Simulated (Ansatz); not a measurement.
**BFH4O2Si: how energies converge with the basis set**

The task here is to estimate one member of a computed series from the others.

Method: one geometry, several basis sets; program: Ansatz 0.2.0, Gaussian basis.

Levels to be run: PBE0-D4/def2-SVP; ωB97M-V/def2-SVP; PBE0-D4/def2-QZVPP; ωB97M-V/def2-QZVPP; the functionals' def2-TZVPP values are taken from earlier runs.

### Structure used throughout

The geometry comes from an earlier relaxation with PBE0-D4 in a triple-zeta def2 set; it is a stationary point, not always the lowest conformer.

SMILES `OB[SiH](O)F`, 9 atoms, charge 0, spin multiplicity 1.

Atoms are counted from 1 here; the program's logs count them from 0.

Bond lengths: O1–B2 1.350 Å, O1–H6 0.962 Å, B2–Si3 2.025 Å, B2–H7 1.204 Å, Si3–O4 1.640 Å, Si3–F5 1.607 Å, Si3–H8 1.489 Å, O4–H9 0.958 Å. Angles: B2–O1–H6 113.8°, O1–B2–Si3 118.0°, O1–B2–H7 119.7°, Si3–B2–H7 122.3°, B2–Si3–O4 106.5°, B2–Si3–F5 108.8°, B2–Si3–H8 116.9°, O4–Si3–F5 109.8°, O4–Si3–H8 110.0°, F5–Si3–H8 104.8°, Si3–O4–H9 118.6°.

The first run:

in.yaml

```yaml
crystal:
  periodic: [false, false, false]
  atoms:
    - {symbol: O, position_ang: [-0.443663, 0.292064, 2.063222]}
    - {symbol: B, position_ang: [-0.210732, 0.775111, 0.824243]}
    - {symbol: Si, position_ang: [-0.115744, -0.544605, -0.708847]}
    - {symbol: O, position_ang: [1.352897, -0.338797, -1.409909]}
    - {symbol: F, position_ang: [-1.276524, -0.195603, -1.764548]}
    - {symbol: H, position_ang: [-0.474112, 0.969625, 2.745341]}
    - {symbol: H, position_ang: [-0.066907, 1.959843, 0.663323]}
    - {symbol: H, position_ang: [-0.324880, -1.980523, -0.375487]}
    - {symbol: H, position_ang: [1.647966, -0.983515, -2.054539]}
basis:
  gaussian: {orbitals: def2-SVP}
hamiltonian: {xc: pbe0, dispersion: d4}
output: {orbitals: {seedname: orbitals}}
```

Launch:

```console
$ ansatz run in.yaml --threads 2 --pin off --events-out ev --progress --plain --max-ram 4352MiB
```

Among the steps run: PBE0-D4 in def2-SVP; ωB97M-V in def2-SVP; PBE0-D4 in def2-QZVPP; ωB97M-V in def2-QZVPP.

One of the session's tables, all rows but one given; the rest of the session is left out.

It belongs to the step «Functionals by basis». 

```
functional       basis  HOMO (eV)
   PBE0-D4    def2-SVP      -7.74
   PBE0-D4  def2-TZVPP      -7.89
   PBE0-D4  def2-QZVPP          ?
   ωB97M-V    def2-SVP      -9.87
   ωB97M-V  def2-TZVPP     -10.08
   ωB97M-V  def2-QZVPP     -10.12
```

Q: Estimate the row for PBE0-D4, def2-QZVPP from the others.

The run gave: HOMO (eV): -7.93. In the column «HOMO (eV)» it lies between ωB97M-V, def2-SVP (-9.87) and PBE0-D4, def2-TZVPP (-7.89).
